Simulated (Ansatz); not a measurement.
Runs of Ansatz 0.2.0 on NaLaMnMoO6. The typed cell holds 10 atoms: a = 5.109 Å, b = 5.694 Å, c = 5.920 Å, α = 117.98°, β = 98.89°, γ = 92.48°. The cell was built by a generator and needn't be a form met in nature.

```csv
task,level,U,gap on the mesh (eV),pressure (GPa),moment (μB),largest force (eV/Å)
single point,PBE,-,(a),0.0,3.00,0.01
single point,PBE+U,"La f U = 6 eV, Mn d U = 6 eV, Mo d U = 6 eV",1.04,(b),5.00,3.14
single point,PBE+U,"La f U = 3 eV, Mn d U = 3 eV, Mo d U = 3 eV",1.55,2.7,3.00,1.05
band structure,revPBE,-,(d),2.5,3.00,(c)
```

Alike in all rows: potentials or basis all-electron LAPW, scalar-relativistic; spin collinear, ferromagnetic start; cell as given; k mesh 4 × 4 × 4; cutoff (eV) 461; smearing fermi-dirac 0.05 eV; basis error allowed 0.002 eV/atom.

Task: Estimate the missing entries.

Result: (a) 0.87; (b) 6.5; (c) 0.14; (d) 0.88.

Caveats: spin-orbit coupling is left out, which moves the levels of the heavy elements; a cell with one magnetic atom can't hold antiferromagnetic order, which such compounds often take; the starting moments weren't kept (some runs); the magnetic state may not be the lowest (some runs); U is the effective U less J, on atomic orbitals that reach past the spheres (some runs); forces of over 1 eV/Å show positions far from the minimum, so gaps and moduli don't describe the material at rest (some runs).

A k mesh can miss the band edges, and the runs leave out spin-orbit coupling on La, Mo.
